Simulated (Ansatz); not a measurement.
# AlClH₄OSSi: one molecule under many settings

How do the results and run time of AlClH₄OSSi respond when the settings are drawn wide?

Program: Ansatz 0.2.0, Gaussian basis. Level of theory: the settings change from run to run. These are calculated values, not measurements.

### Step 1. The geometry

The geometry comes from an earlier relaxation with PBE0-D4 in a triple-zeta def2 set; it is a stationary point, not always the lowest conformer.

SMILES `[SiH3][O][Al]([SH])[Cl]`, 9 atoms, charge 0, spin multiplicity 1.

Atoms are counted from 1 here; the program's logs count them from 0.

Bond lengths: Si1–O2 1.629 Å, Si1–H6 1.486 Å, Si1–H7 1.486 Å, Si1–H8 1.486 Å, O2–Al3 1.668 Å, Al3–S4 2.161 Å, Al3–Cl5 2.081 Å, S4–H9 1.345 Å. Angles: O2–Si1–H6 110.2°, O2–Si1–H7 109.3°, O2–Si1–H8 109.9°, H6–Si1–H7 109.1°, H6–Si1–H8 109.2°, H7–Si1–H8 109.1°, Si1–O2–Al3 165.9°, O2–Al3–S4 120.9°, O2–Al3–Cl5 120.6°, S4–Al3–Cl5 118.4°, Al3–S4–H9 92.0°.

### Step 2. RPA/pcseg-2

This run has high accuracy.

The input, in.yaml:

```yaml
crystal:
  periodic: [false, false, false]
  atoms:
    - {symbol: Si, position_ang: [-1.749216, -0.032585, 0.068496]}
    - {symbol: O, position_ang: [-0.122769, 0.037633, -0.000707]}
    - {symbol: Al, position_ang: [1.474860, 0.512683, -0.068778]}
    - {symbol: S, position_ang: [3.066885, -0.947539, -0.108119]}
    - {symbol: Cl, position_ang: [1.979671, 2.531337, -0.117370]}
    - {symbol: H, position_ang: [-2.344868, 0.812917, -0.998549]}
    - {symbol: H, position_ang: [-2.188356, -1.438913, -0.123777]}
    - {symbol: H, position_ang: [-2.220858, 0.447499, 1.393365]}
    - {symbol: H, position_ang: [2.193151, -1.969334, -0.061661]}
basis:
  gaussian: {orbitals: pcseg-2}
hamiltonian: {xc: {name: HF}}
correlation: {method: rpa}
accuracy: high
```

Launch:

```
> ansatz run in.yaml --threads 4 --pin off --events-out ev --progress --plain --max-ram 10444MiB
```

Output:

```text
Functional definition: HF
  name "HF"
  cite "Fock, Z. Phys. 61, 126 (1930) doi:10.1007/BF01340294"
  parent pbe
  exchange = exact_x
  correlation = 0
3927 factors; integrals over basis functions are off by at most 5.8e-8 eV
mean field evaluation 1: about -39871.0519 eV, gradient 4.3e1 eV
mean field evaluation 2: about -39871.2275 eV, gradient 4.3e1 eV
mean field evaluation 4: about -39875.1033 eV, gradient 3.7e0 eV
mean field evaluation 8: about -39875.1710 eV, gradient 2.7e-1 eV
mean field evaluation 16: about -39875.1716 eV, gradient 2.1e-7 eV
mean field -39875.17158167 eV, -1465.3855272645 hartree, gradient 1.6e-8 eV, S^2 0.000000; 0 other end points of the search recorded, 0 dependent functions left out
21 core orbitals not correlated: weight in the atoms' cores, before any rotation towards them, 1.000 or more for the frozen orbitals, at most 0.000 for the correlated occupied ones
reference -39875.17158167 eV, -1465.3855272645 hartree; 15, 15 occupied and 186, 186 virtual orbitals, 3927 factors
Total energy: -39900.19353933 eV, -1466.3050672479 hartree
```

Run time: 5.5 s. Hardware: 4 threads of AMD EPYC 9R45, shared host; peak memory 1.5 GiB.

### Step 3. BHLYP/def2-mTZVP

Set apart from the defaults: a point charge of 0.50 e beside it.

in.yaml: that of step 2 with these lines changed.

```diff
@@ -13,5 +13,3 @@
 basis:
-  gaussian: {orbitals: pcseg-2}
-hamiltonian: {xc: {name: HF}}
-correlation: {method: rpa}
-accuracy: high
+  gaussian: {orbitals: def2-mTZVP, point_charges: [{charge: 0.50, position_ang: [7.921, -0.456, 0.858]}]}
+hamiltonian: {xc: {name: BHLYP}}
```

Same command.

Output:

```text
Functional definition: BHLYP
  name "BHLYP"
  cite "Becke, J. Chem. Phys. 98, 1372 (1993) doi:10.1063/1.464304"
  cite "Becke, Phys. Rev. A 38, 3098 (1988) doi:10.1103/PhysRevA.38.3098"
  cite "Lee, Yang & Parr, Phys. Rev. B 37, 785 (1988) doi:10.1103/PhysRevB.37.785"
  parameter a = 0.5
  exchange = (1 - a)*b88_x + a*exact_x
  correlation = lyp_c
1108 factors; integrals over basis functions are off by at most 9.9e-4 eV
mean field evaluation 1: about -39946.1463 eV, gradient 5.4e1 eV
mean field evaluation 2: about -39942.5639 eV, gradient 7.1e1 eV
mean field evaluation 4: about -39951.0241 eV, gradient 2.1e0 eV
mean field evaluation 8: about -39951.0789 eV, gradient 6.0e-2 eV
mean field evaluation 16: about -39951.0789 eV, gradient 4.5e-5 eV
mean field -39951.07892778 eV, -1468.1750707820 hartree, gradient 4.5e-5 eV, S^2 0.000000; 0 other end points of the search recorded, 0 dependent functions left out
reference -39951.07913181 eV, -1468.1750782801 hartree; 36, 36 occupied and 88, 88 virtual orbitals, 1108 factors
Total energy: -39951.07913181 eV, -1468.1750782801 hartree
```

Run time: 0.6 s. Hardware: 4 threads of AMD EPYC 9R45, shared host.

### Step 4. HSE06/def2-TZVP

Options: D3(BJ) with three-body dispersion.

in.yaml: that of step 3 with these lines changed.

```diff
@@ -13,3 +13,3 @@
 basis:
-  gaussian: {orbitals: def2-mTZVP, point_charges: [{charge: 0.50, position_ang: [7.921, -0.456, 0.858]}]}
-hamiltonian: {xc: {name: BHLYP}}
+  gaussian: {orbitals: def2-TZVP}
+hamiltonian: {xc: {name: HSE06}, dispersion: d3bjatm}
```

Same command.

Output, shortened:

```text
Functional definition: HSE06
  name "HSE06"
  cite "Heyd, Scuseria & Ernzerhof, J. Chem. Phys. 118, 8207 (2003) doi:10.1063/1.1564060"
  cite "Krukau, Vydrov, Izmaylov & Scuseria, J. Chem. Phys. 125, 224106 (2006) doi:10.1063/1.2404663"
  cite "Heyd & Scuseria, J. Chem. Phys. 120, 7274 (2004) doi:10.1063/1.1668634"
  cite "Ernzerhof & Perdew, J. Chem. Phys. 109, 3313 (1998) doi:10.1063/1.476928"
  cite "Perdew, Burke & Ernzerhof, Phys. Rev. Lett. 77, 3865 (1996) doi:10.1103/PhysRevLett.77.3865"
  parent pbe
[...]
  # The whole range is PBE's own exchange, as in plane waves. The composition of these papers is wPBEh.
[...]
1413 factors; their error is unknown
96 factors; integrals over basis functions are off by at most 1.1e-6 eV
[...]
mean field -39935.39445478 eV, -1467.5986770304 hartree, gradient 3.6e-5 eV, S^2 0.000000; 0 other end points of the search recorded, 0 dependent functions left out
reference -39935.39450214 eV, -1467.5986787709 hartree; 36, 36 occupied and 167, 167 virtual orbitals, 1413 factors
Total energy: -39935.58277393 eV, -1467.6055976318 hartree
```

Wall time 0.95 s (4 threads of AMD EPYC 9R45, shared host); peak memory 0.54 GiB.

### Step 5. r2SCAN/def2-mTZVPP

in.yaml: that of step 4 with these lines changed.

```diff
@@ -13,3 +13,4 @@
 basis:
-  gaussian: {orbitals: def2-TZVP}
-hamiltonian: {xc: {name: HSE06}, dispersion: d3bjatm}
+  gaussian: {orbitals: def2-mTZVPP}
+hamiltonian: {xc: {name: r2SCAN}}
+output: {forces: true}
```

Same command.

Output, shortened:

```text
Functional definition: r2SCAN
  name "r2SCAN"
  cite "Furness, Kaplan, Ning, Perdew & Sun, J. Phys. Chem. Lett. 11, 8208 (2020) doi:10.1021/acs.jpclett.0c02405"
  cite "Furness, Kaplan, Ning, Perdew & Sun, J. Phys. Chem. Lett. 11, 9248 (2020) doi:10.1021/acs.jpclett.0c03077"
  parent r2scan
[...]
1368 factors; their error is unknown
[...]
mean field -39948.24873732 eV, -1468.0710632008 hartree, gradient 6.3e-5 eV, S^2 0.000000; 0 other end points of the search recorded, 0 dependent functions left out
[...]
reference -39948.24875088 eV, -1468.0710636994 hartree; 36, 36 occupied and 111, 111 virtual orbitals, 1368 factors
Total energy: -39948.24875088 eV, -1468.0710636994 hartree
Atom 0 at    -1.749216    -0.032585     0.068496 Å, force    -0.318897     0.006655     0.012377 eV/Å
Atom 1 at    -0.122769     0.037633    -0.000707 Å, force     0.066214    -0.093530     0.000049 eV/Å
Atom 2 at     1.474860     0.512683    -0.068778 Å, force     0.090379     0.016463    -0.003986 eV/Å
Atom 3 at     3.066885    -0.947539    -0.108119 Å, force     0.158314     0.017265    -0.006640 eV/Å
Atom 4 at     1.979671     2.531337    -0.117370 Å, force     0.046637     0.167195    -0.004408 eV/Å
Atom 5 at    -2.344868     0.812917    -0.998549 Å, force     0.011880    -0.020662     0.023408 eV/Å
Atom 6 at    -2.188356    -1.438913    -0.123777 Å, force     0.006311     0.031729     0.004539 eV/Å
Atom 7 at    -2.220858     0.447499     1.393365 Å, force     0.009352    -0.013043    -0.029687 eV/Å
Atom 8 at     2.193151    -1.969334    -0.061661 Å, force    -0.070190    -0.112072     0.004347 eV/Å
Dipole moment:    -0.225057    -0.258816     0.012242 e Å
```

It took 1.1 s on 4 threads of AMD EPYC 9R45, shared host.

Largest force 0.319 eV/Å, dipole 1.65 D.

### Step 6. r2SCAN0/def2-TZVP

Options: multiplicity 3, atoms shaken by 0.15 Å.

The input, in.yaml:

```yaml
crystal:
  periodic: [false, false, false]
  atoms:
    - {symbol: Si, position_ang: [-1.688798, -0.235023, -0.023420]}
    - {symbol: O, position_ang: [0.147231, -0.020361, 0.019185]}
    - {symbol: Al, position_ang: [1.286851, 0.766599, 0.009489]}
    - {symbol: S, position_ang: [3.182115, -0.862680, -0.230739]}
    - {symbol: Cl, position_ang: [1.812243, 2.684815, -0.316489]}
    - {symbol: H, position_ang: [-2.270745, 0.753851, -1.280553]}
    - {symbol: H, position_ang: [-2.049573, -1.705370, -0.246021]}
    - {symbol: H, position_ang: [-2.068196, 0.324090, 1.333776]}
    - {symbol: H, position_ang: [2.165071, -1.643272, -0.029449]}
basis:
  gaussian: {orbitals: def2-TZVP}
magnetization: {spin_polarized: true, initial_magnetization: 2}
hamiltonian: {xc: {name: r2SCAN0}}
output: {forces: true}
```

Same command.

Output, shortened:

```text
Functional definition: r2SCAN0
  name "r2SCAN0"
  cite "Bursch, Neugebauer, Ehlert & Grimme, J. Chem. Phys. 156, 134105 (2022) doi:10.1063/5.0086040"
  cite "Furness, Kaplan, Ning, Perdew & Sun, J. Phys. Chem. Lett. 11, 8208 (2020) doi:10.1021/acs.jpclett.0c02405"
  cite "Furness, Kaplan, Ning, Perdew & Sun, J. Phys. Chem. Lett. 11, 9248 (2020) doi:10.1021/acs.jpclett.0c03077"
  parent r2scan
[...]
1413 factors; their error is unknown
[...]
mean field -39940.29493051 eV, -1467.7787661921 hartree, gradient 1.6e-5 eV, S^2 2.010910; 2 other end points of the search recorded, 0 dependent functions left out
[...]
reference -39940.29494487 eV, -1467.7787667199 hartree; 37, 35 occupied and 166, 168 virtual orbitals, 1413 factors
Total energy: -39940.29494487 eV, -1467.7787667199 hartree
Atom 0 at    -1.688798    -0.235023    -0.023420 Å, force     2.402849     1.610683    -1.170300 eV/Å
Atom 1 at     0.147231    -0.020361     0.019185 Å, force   -19.867628   -11.421459    -1.080123 eV/Å
Atom 2 at     1.286851     0.766599     0.009489 Å, force    15.159450     9.658898     2.362710 eV/Å
Atom 3 at     3.182115    -0.862680    -0.230739 Å, force     1.659341     0.064858    -0.718311 eV/Å
Atom 4 at     1.812243     2.684815    -0.316489 Å, force     0.437125     2.089087    -1.041529 eV/Å
Atom 5 at    -2.270745     0.753851    -1.280553 Å, force     0.838299    -1.647060     1.979054 eV/Å
Atom 6 at    -2.049573    -1.705370    -0.246021 Å, force     0.272223     0.982026     0.167827 eV/Å
Atom 7 at    -2.068196     0.324090     1.333776 Å, force    -0.066066    -0.441699    -0.759609 eV/Å
Atom 8 at     2.165071    -1.643272    -0.029449 Å, force    -0.835593    -0.895336     0.260281 eV/Å
Dipole moment:    -0.088150    -0.822692    -0.281360 e Å
```

It took 5 s on 4 threads of AMD EPYC 9R45, shared host; peak memory 0.93 GiB.

Largest force 22.942 eV/Å, dipole 4.20 D, ⟨S²⟩ 2.011.

### Step 7. RPA/x2c-TZVPPall

This run has atoms shaken by 0.15 Å, correlated electrons set to all.

The input, in.yaml:

```yaml
crystal:
  periodic: [false, false, false]
  atoms:
    - {symbol: Si, position_ang: [-2.094679, 0.181899, 0.286544]}
    - {symbol: O, position_ang: [-0.044475, 0.003467, 0.228822]}
    - {symbol: Al, position_ang: [1.392280, 0.546689, -0.097182]}
    - {symbol: S, position_ang: [3.008176, -0.906969, -0.345207]}
    - {symbol: Cl, position_ang: [2.034635, 2.828773, -0.075477]}
    - {symbol: H, position_ang: [-2.558935, 0.875301, -0.989288]}
    - {symbol: H, position_ang: [-1.972694, -1.482101, -0.019927]}
    - {symbol: H, position_ang: [-2.140083, 0.152494, 1.312060]}
    - {symbol: H, position_ang: [2.230596, -1.717655, 0.121863]}
basis:
  gaussian: {orbitals: x2c-TZVPPall}
hamiltonian: {xc: {name: HSE06}}
correlation: {method: rpa, electrons: all}
```

Same command.

Output, shortened:

```text
Functional definition: HSE06
  name "HSE06"
  cite "Heyd, Scuseria & Ernzerhof, J. Chem. Phys. 118, 8207 (2003) doi:10.1063/1.1564060"
  cite "Krukau, Vydrov, Izmaylov & Scuseria, J. Chem. Phys. 125, 224106 (2006) doi:10.1063/1.2404663"
  cite "Heyd & Scuseria, J. Chem. Phys. 120, 7274 (2004) doi:10.1063/1.1668634"
  cite "Ernzerhof & Perdew, J. Chem. Phys. 109, 3313 (1998) doi:10.1063/1.476928"
  cite "Perdew, Burke & Ernzerhof, Phys. Rev. Lett. 77, 3865 (1996) doi:10.1103/PhysRevLett.77.3865"
  parent pbe
[...]
  # The whole range is PBE's own exchange, as in plane waves. The composition of these papers is wPBEh.
[...]
1499 factors; integrals over basis functions are off by at most 1.3e-3 eV
115 factors; integrals over basis functions are off by at most 7.2e-7 eV
[...]
mean field -40026.23662033 eV, -1470.9370650396 hartree, gradient 5.5e-6 eV, S^2 0.000000; 0 other end points of the search recorded, 0 dependent functions left out
reference -39964.03040128 eV, -1468.6510286543 hartree; 36, 36 occupied and 219, 219 virtual orbitals, 1499 factors
Total energy: -40022.42222589 eV, -1470.7968886292 hartree
Relativity: scalar
```

Wall time 3 s (4 threads of AMD EPYC 9R45, shared host); peak memory 0.72 GiB.

### Step 8. revPBE/STO-3G

This run has density fitting with cc-pVTZ-jkfit, D4 dispersion.

The input, in.yaml:

```yaml
crystal:
  periodic: [false, false, false]
  atoms:
    - {symbol: Si, position_ang: [-1.749216, -0.032585, 0.068496]}
    - {symbol: O, position_ang: [-0.122769, 0.037633, -0.000707]}
    - {symbol: Al, position_ang: [1.474860, 0.512683, -0.068778]}
    - {symbol: S, position_ang: [3.066885, -0.947539, -0.108119]}
    - {symbol: Cl, position_ang: [1.979671, 2.531337, -0.117370]}
    - {symbol: H, position_ang: [-2.344868, 0.812917, -0.998549]}
    - {symbol: H, position_ang: [-2.188356, -1.438913, -0.123777]}
    - {symbol: H, position_ang: [-2.220858, 0.447499, 1.393365]}
    - {symbol: H, position_ang: [2.193151, -1.969334, -0.061661]}
basis:
  gaussian: {orbitals: STO-3G, fitting: {mean_field: cc-pVTZ-jkfit}}
hamiltonian: {xc: {name: revPBE}, dispersion: d4}
```

Same command.

Output:

```text
Functional definition: revPBE
  name "revPBE"
  cite "Zhang & Yang, Phys. Rev. Lett. 80, 890 (1998) doi:10.1103/PhysRevLett.80.890"
  cite "Perdew, Burke & Ernzerhof, Phys. Rev. Lett. 77, 3865 (1996) doi:10.1103/PhysRevLett.77.3865"
  parameter kappa = 1.245
  parameter beta = 0.06672455060314922
  exchange = pbe_x(kappa = kappa, mu = beta*pi^2/3)
  correlation = pbe_c(beta = beta)
683 factors; integrals over basis functions are off by at most 8.5e-4 eV
mean field evaluation 1: about -39480.6714 eV, gradient 3.7e1 eV
mean field evaluation 2: about -39467.3811 eV, gradient 8.4e1 eV
mean field evaluation 4: about -39485.4568 eV, gradient 5.8e0 eV
mean field evaluation 8: about -39485.5710 eV, gradient 2.3e-1 eV
mean field -39485.57119917 eV, -1451.0679772882 hartree, gradient 1.7e-5 eV, S^2 0.000000; 0 other end points of the search recorded, 0 dependent functions left out
reference -39485.57122821 eV, -1451.0679783554 hartree; 36, 36 occupied and 9, 9 virtual orbitals, 683 factors
Total energy: -39486.17684329 eV, -1451.0902342988 hartree
```

Wall time 0.2 s (4 threads of AMD EPYC 9R45, shared host).

### Step 9. wB97X-V/def2-TZVPD

Set apart from the defaults: charge +1, multiplicity 2, restricted open-shell orbitals, atoms shaken by 0.15 Å.

The input, in.yaml:

```yaml
crystal:
  periodic: [false, false, false]
  atoms:
    - {symbol: Si, position_ang: [-1.865073, 0.073388, 0.366037]}
    - {symbol: O, position_ang: [-0.184043, -0.069267, -0.114510]}
    - {symbol: Al, position_ang: [1.510224, 0.436617, 0.036344]}
    - {symbol: S, position_ang: [3.057149, -0.873971, -0.036153]}
    - {symbol: Cl, position_ang: [1.862548, 2.668037, -0.110124]}
    - {symbol: H, position_ang: [-2.045896, 0.816286, -0.907021]}
    - {symbol: H, position_ang: [-2.300676, -1.447937, -0.367114]}
    - {symbol: H, position_ang: [-2.149007, 0.316852, 1.353144]}
    - {symbol: H, position_ang: [2.180130, -1.855255, -0.159710]}
basis:
  gaussian: {orbitals: def2-TZVPD}
total_charge: 1
magnetization: {spin_polarized: false, initial_magnetization: 1}
hamiltonian: {xc: {name: wB97X-V}}
output: {forces: true}
```

Same command.

Output, shortened:

```text
Functional definition: wB97X-V
  name "wB97X-V"
  cite "Mardirossian & Head-Gordon, Phys. Chem. Chem. Phys. 16, 9904 (2014) doi:10.1039/C3CP54374A"
  cite "Becke, J. Chem. Phys. 107, 8554 (1997) doi:10.1063/1.475007"
  cite "Vydrov & Van Voorhis, J. Chem. Phys. 133, 244103 (2010) doi:10.1063/1.3521275"
[...]
      + integral(e_c_pw_opposite_spin*poly(b97_u_opposite, cos0, cos1)) + vv10(b, c)
1530 factors; their error is unknown
458 factors; integrals over basis functions are off by at most 5.0e-5 eV
[...]
mean field -39930.95835509 eV, -1467.4356533739 hartree, gradient 2.1e-5 eV, S^2 0.750000; 6 other end points of the search recorded, 0 dependent functions left out
[...]
reference -39930.95835187 eV, -1467.4356532557 hartree; 36, 35 occupied and 218, 219 virtual orbitals, 1530 factors
Total energy: -39930.95835187 eV, -1467.4356532557 hartree
Atom 0 at    -1.865073     0.073388     0.366037 Å, force     8.118099    -7.596075   -22.686050 eV/Å
Atom 1 at    -0.184043    -0.069267    -0.114510 Å, force    -2.278993     0.434341     1.484512 eV/Å
Atom 2 at     1.510224     0.436617     0.036344 Å, force    -0.525547     3.913684    -0.461960 eV/Å
Atom 3 at     3.057149    -0.873971    -0.036153 Å, force     1.640805    -0.884911     0.116273 eV/Å
Atom 4 at     1.862548     2.668037    -0.110124 Å, force    -0.739516    -2.543074     0.280542 eV/Å
Atom 5 at    -2.045896     0.816286    -0.907021 Å, force    -0.607139     0.468045    -0.132082 eV/Å
Atom 6 at    -2.300676    -1.447937    -0.367114 Å, force     0.385930     1.836369     1.119850 eV/Å
Atom 7 at    -2.149007     0.316852     1.353144 Å, force    -5.690873     5.101001    20.357506 eV/Å
Atom 8 at     2.180130    -1.855255    -0.159710 Å, force    -0.302768    -0.729379    -0.078592 eV/Å
Dipole moment:    -1.860195    -0.819281     0.313257 e Å
```

It took 18 s on 4 threads of AMD EPYC 9R45, shared host; peak memory 1.8 GiB.

Largest force 25.264 eV/Å.

### Step 10. PBE0-DH/aug-pcseg-2

Options: unrestricted orbitals, atoms shaken by 0.08 Å.

The input, in.yaml:

```yaml
crystal:
  periodic: [false, false, false]
  atoms:
    - {symbol: Si, position_ang: [-1.676960, 0.034347, 0.082091]}
    - {symbol: O, position_ang: [-0.188555, 0.057737, -0.011045]}
    - {symbol: Al, position_ang: [1.473493, 0.521730, -0.209399]}
    - {symbol: S, position_ang: [3.023764, -1.070005, -0.149882]}
    - {symbol: Cl, position_ang: [1.955066, 2.568480, -0.207098]}
    - {symbol: H, position_ang: [-2.315298, 0.769463, -1.045867]}
    - {symbol: H, position_ang: [-2.243459, -1.584317, -0.286170]}
    - {symbol: H, position_ang: [-2.252383, 0.289744, 1.287008]}
    - {symbol: H, position_ang: [2.278117, -2.053103, 0.020024]}
basis:
  gaussian: {orbitals: aug-pcseg-2}
magnetization: {spin_polarized: true, initial_magnetization: 0}
hamiltonian: {xc: {name: PBE0-DH}}
output: {forces: true}
```

Launched as before.

Output, shortened:

```text
Functional definition: PBE0-DH
  name "PBE0-DH"
  cite "Brémond & Adamo, J. Chem. Phys. 135, 024106 (2011) doi:10.1063/1.3604569"
  cite "Perdew, Burke & Ernzerhof, Phys. Rev. Lett. 77, 3865 (1996) doi:10.1103/PhysRevLett.77.3865"
[...]
2133 factors; integrals over basis functions are off by at most 1.1e-3 eV
[...]
mean field -39930.00433339 eV, -1467.4005937232 hartree, gradient 4.5e-6 eV, S^2 0.000000; 0 other end points of the search recorded, 0 dependent functions left out
21 core orbitals not correlated: weight in the atoms' cores, before any rotation towards them, 1.000 or more for the frozen orbitals, at most 0.000 for the correlated occupied ones
reference -39930.00437878 eV, -1467.4005953909 hartree; 15, 15 occupied and 302, 302 virtual orbitals, 2133 factors
second order -26.10297212 eV of doubles, -0.00000000 eV of singles
[...]
Total energy: -39933.26725029 eV, -1467.5205037074 hartree
Atom 0 at    -1.676960     0.034347     0.082091 Å, force    -6.159300    -3.885880    -3.515152 eV/Å
Atom 1 at    -0.188555     0.057737    -0.011045 Å, force     7.643433     0.918612    -0.317915 eV/Å
Atom 2 at     1.473493     0.521730    -0.209399 Å, force    -0.844404    -0.760011     0.541151 eV/Å
Atom 3 at     3.023764    -1.070005    -0.149882 Å, force     1.569644     3.327070    -0.551869 eV/Å
Atom 4 at     1.955066     2.568480    -0.207098 Å, force    -0.097229    -0.704983    -0.106340 eV/Å
Atom 5 at    -2.315298     0.769463    -1.045867 Å, force     0.070599     0.299538     0.306575 eV/Å
Atom 6 at    -2.243459    -1.584317    -0.286170 Å, force     0.893367     2.316444     0.656294 eV/Å
Atom 7 at    -2.252383     0.289744     1.287008 Å, force    -0.930116     0.869199     2.581722 eV/Å
Atom 8 at     2.278117    -2.053103     0.020024 Å, force    -2.145994    -2.379988     0.405533 eV/Å
Dipole moment:     0.187175     0.029571     0.040882 e Å
```

Run time: 20 s. Hardware: 4 threads of AMD EPYC 9R45, shared host; peak memory 2.1 GiB.

Largest force 8.087 eV/Å, dipole 0.93 D, ⟨S²⟩ 0.000.

### Step 11. All runs side by side

| level | charge | multiplicity | geometry | functions | energy (eV) | time |
| --- | --- | --- | --- | --- | --- | --- |
| RPA/pcseg-2 | 0 | 1 | relaxed | 222 | -39900.194 | 5.5 s |
| BHLYP/def2-mTZVP | 0 | 1 | relaxed, point charge | 124 | -39951.079 | 0.6 s |
| HSE06/def2-TZVP | 0 | 1 | relaxed | 203 | -39935.583 | 0.95 s |
| r2SCAN/def2-mTZVPP | 0 | 1 | relaxed | 147 | -39948.249 | 1.1 s |
| r2SCAN0/def2-TZVP | 0 | 3 | shaken | 203 | -39940.295 | 5 s |
| RPA/x2c-TZVPPall | 0 | 1 | shaken | 255 | -40022.422 | 3 s |
| revPBE/STO-3G | 0 | 1 | relaxed | 45 | -39486.177 | 0.2 s |
| wB97X-V/def2-TZVPD | 1 | 2 | shaken | 254 | -39930.958 | 18 s |
| PBE0-DH/aug-pcseg-2 | 0 | 1 | shaken | 338 | -39933.267 | 20 s |

### Step 12. Results

| quantity | value |
| --- | --- |
| runs | 9 |
| quickest | revPBE/STO-3G, 0.2 s |
| slowest | PBE0-DH/aug-pcseg-2, 20 s |
| spread of total energies, same state and geometry | 462.1 eV |

PBE0-DH/aug-pcseg-2 took 100 times as long as revPBE/STO-3G. The jobs differ in tasks and options as well as level. Total energies at one charge and spin differ by 462 eV between levels, so only differences within one level mean anything. At the PBE0-D4/def2-TZVP geometry and in the same state, the sound runs without point charges leave forces up to 0.32 eV/Å (r2SCAN/def2-mTZVPP), against 8.1 eV/Å where the atoms were moved.
